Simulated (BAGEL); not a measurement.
**B3LYP/6-31G(d) (density fitting with qzvpp-jkfit, spherical functions) run of GeNH3ClF (SMILES [NH2][GeH]([F])[Cl])**

Aim: the energy change on altering one bond length of GeNH3ClF at B3LYP/6-31G* (density fitting with qzvpp-jkfit, spherical functions), from 2 runs. 

The results are computed with BAGEL 1.2.2.

4 further runs of the same task are left out: 2 that didn't finish, 2 set aside as unsound or not needed.

### 1 Starting point

The species is GeNH3ClF (7 atoms), meant as a singlet with charge 0. As SMILES, `[NH2][GeH]([F])[Cl]`. Geometry: relaxed at PBE0-D4/def2-TZVP. This is one conformer, not always the lowest.

Bond lengths: N1–Ge2 1.803 Å, Ge2–F3 1.738 Å, Ge2–Cl4 2.129 Å, N1–H5 1.010 Å, N1–H6 1.010 Å, Ge2–H7 1.525 Å. Angles: N1–Ge2–F3 112.3°, N1–Ge2–Cl4 107.1°, F3–Ge2–Cl4 105.2°, N1–Ge2–H7 113.5°, F3–Ge2–H7 106.3°, Cl4–Ge2–H7 112.3°, Ge2–N1–H5 115.0°, Ge2–N1–H6 115.6°, H5–N1–H6 110.1°.

### 2 The energy at B3LYP/6-31G(d) (density fitting with qzvpp-jkfit, spherical functions)

Input file calc.json:

```json
{ "bagel": [

{
  "title": "molecule",
  "basis": "6-31gs.json",
  "df_basis": "qzvpp-jkfit",
  "angstrom": "true",
  "geometry": [
    { "atom": "N", "xyz": [      -0.588700,       1.020200,      -0.150600 ] },
    { "atom": "Ge", "xyz": [       0.392900,      -0.492200,      -0.136800 ] },
    { "atom": "F", "xyz": [       1.169400,      -0.760300,       1.394300 ] },
    { "atom": "Cl", "xyz": [      -0.962200,      -2.118500,      -0.367300 ] },
    { "atom": "H", "xyz": [      -1.430800,       0.987400,       0.406400 ] },
    { "atom": "H", "xyz": [      -0.080300,       1.872400,       0.039300 ] },
    { "atom": "H", "xyz": [       1.499500,      -0.509000,      -1.185400 ] }
  ]
},

{
  "title": "ks",
  "xc_func": "b3lyp"
},

{
  "title": "print",
  "file": "orbitals.molden",
  "orbitals": "true"
}

]}
```

The basis set 6-31G* is read from a file made from the Basis Set Exchange's data (not shown).

Run with:

```console
$ BAGEL_NUM_THREADS=1 BAGEL calc.json > calc.out
```

Standard output:

```text
* using 1 threads per process

  ===============================================================
  ===============================================================

  *** Geometry ***

  { "atom" : "N", "xyz" : [     -1.112482,      1.927899,     -0.284593 ] },
  { "atom" : "Ge", "xyz" : [      0.742473,     -0.930123,     -0.258515 ] },
  { "atom" : "F", "xyz" : [      2.209846,     -1.436759,      2.634845 ] },
  { "atom" : "Cl", "xyz" : [     -1.818294,     -4.003385,     -0.694096 ] },
  { "atom" : "H", "xyz" : [     -2.703820,      1.865916,      0.767985 ] },
  { "atom" : "H", "xyz" : [     -0.151745,      3.538323,      0.074266 ] },
  { "atom" : "H", "xyz" : [      2.833644,     -0.961871,     -2.240081 ] },

  Number of auxiliary basis functions:      602

  Since a DF basis is specified, we compute 2- and 3-index integrals:
    o Being stored without compression. Storage requirement is 0.034 GB

  Number of basis functions:       84
  Number of electrons      :       68

    * METHOD: MOLECULE                             0.43

  *** Kohn-Sham DFT ***

    * Removing 12476 points whose weight is below 1.00e-10
    * Grid points: 91866

  === Nuclear Repulsion ===
   393.2395146927

       - DIIS with orbital gradients will be used.

  === KS iteration (b3lyp / 6-31gs.json) ===
      0      -2594.21849104          0.12734214           0.45
      1      -2365.70558183          0.23406710           0.50
      2      -2465.17816954          0.17413619           0.44
      3      -2598.31766143          0.21057259           0.46
      4      -2687.67833484          0.09229965           0.52
      5      -2688.29561884          0.07953905           0.52
      6      -2692.66035180          0.03907161           0.52
      7      -2691.78596493          0.07386983           0.47
      8      -2693.15929073          0.01713445           0.46
      9      -2693.42546655          0.00316911           0.48
     10      -2693.43362333          0.00171235           0.47
     11      -2693.43579391          0.00031813           0.47
     12      -2693.43584130          0.00011820           0.46
     13      -2693.43584904          0.00002577           0.54
     14      -2693.43584938          0.00000316           0.47
     15      -2693.43584938          0.00000084           0.45
     16      -2693.43584938          0.00000037           0.46
     17      -2693.43584938          0.00000011           0.45
     18      -2693.43584938          0.00000004           0.46
     19      -2693.43584938          0.00000002           0.44
     20      -2693.43584938          0.00000000           0.44
    * SCF iteration converged.

    * Permanent dipole moment:
           (   -0.058525,    -0.982182,     0.181616) a.u.

    * METHOD: KS                                  10.41

    * METHOD: PRINT                                0.01

  ===============================================================
```

It took 11 s on 1 thread of Intel Xeon Platinum 8488C (Sapphire Rapids), shared host; peak memory 0.43 GiB.

### 3 The distorted shape

Input file dft.json:

```json
{ "bagel": [

{
  "title": "molecule",
  "basis": "6-31gs.json",
  "df_basis": "qzvpp-jkfit",
  "angstrom": true,
  "geometry": [
    { "atom": "N", "xyz": [       1.037391,       2.971725,       0.125995 ] },
    { "atom": "Ge", "xyz": [       2.018991,       1.459325,       0.139795 ] },
    { "atom": "F", "xyz": [       2.795491,       1.191225,       1.670895 ] },
    { "atom": "Cl", "xyz": [      -0.962200,      -2.118500,      -0.367300 ] },
    { "atom": "H", "xyz": [       0.195291,       2.938925,       0.682995 ] },
    { "atom": "H", "xyz": [       1.545791,       3.823925,       0.315895 ] },
    { "atom": "H", "xyz": [       3.125591,       1.442525,      -0.908805 ] }
  ]
},

{
  "title": "ks",
  "xc_func": "b3lyp"
},

{
  "title": "print",
  "file": "orbitals.molden",
  "orbitals": true
}

]}
```

The basis set 6-31G* is read from a file made from the Basis Set Exchange's data (not shown).

Run with:

```console
$ BAGEL_NUM_THREADS=1 BAGEL dft.json > dft.out
```

Standard output:

```text
* using 1 threads per process

  ===============================================================
  ===============================================================

  *** Geometry ***

  { "atom" : "N", "xyz" : [      1.960385,      5.615746,      0.238096 ] },
  { "atom" : "Ge", "xyz" : [      3.815340,      2.757725,      0.264174 ] },
  { "atom" : "F", "xyz" : [      5.282712,      2.251089,      3.157534 ] },
  { "atom" : "Cl", "xyz" : [     -1.818294,     -4.003385,     -0.694096 ] },
  { "atom" : "H", "xyz" : [      0.369047,      5.553763,      1.290673 ] },
  { "atom" : "H", "xyz" : [      2.921122,      7.226171,      0.596955 ] },
  { "atom" : "H", "xyz" : [      5.906511,      2.725977,     -1.717393 ] },

  Number of auxiliary basis functions:      602

  Since a DF basis is specified, we compute 2- and 3-index integrals:
    o Being stored without compression. Storage requirement is 0.034 GB

  Number of basis functions:       84
  Number of electrons      :       68

    * METHOD: MOLECULE                             0.40

  *** Kohn-Sham DFT ***

    * Removing 10621 points whose weight is below 1.00e-10
    * Grid points: 93721

  === Nuclear Repulsion ===
   296.6076671493

       - DIIS with orbital gradients will be used.

  === KS iteration (b3lyp / 6-31gs.json) ===
      0      -2584.35402757          0.13107250           0.70
      1      -2314.34454547          0.19467762           0.57
      2      -2381.23950308          0.13432966           0.49
      3      -2552.19351691          0.15135675           0.50
      4      -2676.59713963          0.10732872           0.52
      5      -2689.88999931          0.05599265           0.51
      6      -2682.31369668          0.06195017           0.48
      7      -2692.47332214          0.03589692           0.48
      8      -2693.04847592          0.01826682           0.50
      9      -2692.60667753          0.01337390           0.49
     10      -2693.07922925          0.00792176           0.49
     11      -2693.15554493          0.00511640           0.48
     12      -2692.68471654          0.00984812           0.49
     13      -2693.20979264          0.00431188           0.50
     14      -2693.19643320          0.00446236           0.48
     15      -2692.71292215          0.00865824           0.49
     16      -2693.17402589          0.00462383           0.48
     17      -2693.17043683          0.00460263           0.48
     18      -2693.17112660          0.00462722           0.51
     19      -2693.17015277          0.00455490           0.48
     20      -2693.17865349          0.00452770           0.50
     21      -2684.99802303          0.03392904           0.51
     22      -2692.69672837          0.01056473           0.48
     23      -2693.20472086          0.00426726           0.49
     24      -2693.21324709          0.00423589           0.48
     25      -2693.19578747          0.00448152           0.47
     26      -2693.19429305          0.00464252           0.47
     27      -2693.21631491          0.00434413           0.47
     28      -2692.52640277          0.01455379           0.48
     29      -2692.68725463          0.00959758           0.54
     30      -2693.17631421          0.00462869           0.48
     31      -2693.17687669          0.00465521           0.44
     32      -2693.18034266          0.00439367           0.46
     33      -2693.17516439          0.00459910           0.52
     34      -2693.18016802          0.00451882           0.48
     35      -2686.27384080          0.05693010           0.48
     36      -2692.56335866          0.01290350           0.47
     37      -2692.70433034          0.00923599           0.48
     38      -2693.18198605          0.00439171           0.47
     39      -2693.19598002          0.00443129           0.47
     40      -2693.19933436          0.00439737           0.47
     41      -2693.18278315          0.00449125           0.50
     42      -2693.17807440          0.00441521           0.48
     43      -2692.59441802          0.01234020           0.48
     44      -2692.70198053          0.00901864           0.48
     45      -2693.16936023          0.00457201           0.47
     46      -2693.16007101          0.00498418           0.47
     47      -2693.16375452          0.00489925           0.47
     48      -2693.16452409          0.00484904           0.49
     49      -2693.22442753          0.00407569           0.47
     50      -2685.20518187          0.03742069           0.47
     51      -2692.82850943          0.01263554           0.47
     52      -2693.26719141          0.00181379           0.48
     53      -2693.26953442          0.00126957           0.48
     54      -2693.24456511          0.00449378           0.49
     55      -2693.27126732          0.00053410           0.49
     56      -2693.27139978          0.00026307           0.48
     57      -2693.27149960          0.00001871           0.48
     58      -2693.27149760          0.00004009           0.49
     59      -2693.27149997          0.00000614           0.48
     60      -2693.27150003          0.00000089           0.49
     61      -2693.27150003          0.00000029           0.49
     62      -2693.27150003          0.00000023           0.49
     63      -2693.27150003          0.00000024           0.49
     64      -2693.27150003          0.00000031           0.49
     65      -2693.27150003          0.00000011           0.47
     66      -2693.27150003          0.00000052           0.47
     67      -2693.27150003          0.00000007           0.50
     68      -2693.27150003          0.00000004           0.56
     69      -2693.27150003          0.00000002           0.50
     70      -2693.27150003          0.00000001           0.52
     71      -2693.27150003          0.00000001           0.53
     72      -2693.27150003          0.00000003           0.48
     73      -2693.27150003          0.00000001           0.48
    * SCF iteration converged.

    * Permanent dipole moment:
           (   -1.790907,    -3.166981,    -0.157834) a.u.

    * METHOD: KS                                  36.78

    * METHOD: PRINT                                0.01

  ===============================================================
```

Run time: 38 s. Hardware: 1 thread of Intel Xeon Platinum 8488C (Sapphire Rapids), shared host; peak memory 0.44 GiB.

### 4 Summary of results

At B3LYP/6-31G* (density fitting with qzvpp-jkfit, spherical functions):

| quantity | value |
| --- | --- |
| first shape: total energy | -2693.43585 Eh |
| first shape: dipole moment | 2.54 D |
| first shape: HOMO energy | -7.87 eV |
| first shape: LUMO energy | -0.11 eV |
| first shape: HOMO–LUMO gap | 7.76 eV |
| distorted shape: total energy | -2693.27150 Eh |
| distorted shape: dipole moment | 9.26 D |
| distorted shape: HOMO energy | -6.70 eV |
| distorted shape: LUMO energy | -5.77 eV |
| distorted shape: HOMO–LUMO gap | 0.93 eV |
| energy change with the Ge2–Cl4 bond stretched from 2.129 to 4.685 Å | 4.472 eV |

What this shows: One bond (distorted shape) is far stretched, which a spin-restricted single reference describes badly; a broken-symmetry solution may lie lower. With the Ge2–Cl4 bond stretched from 2.129 to 4.685 Å the energy rises by 4.47 eV (103 kcal/mol). The first shape isn't relaxed at this level, so the change isn't measured from a minimum. A restricted reference can't describe the breaking bond well at this length.
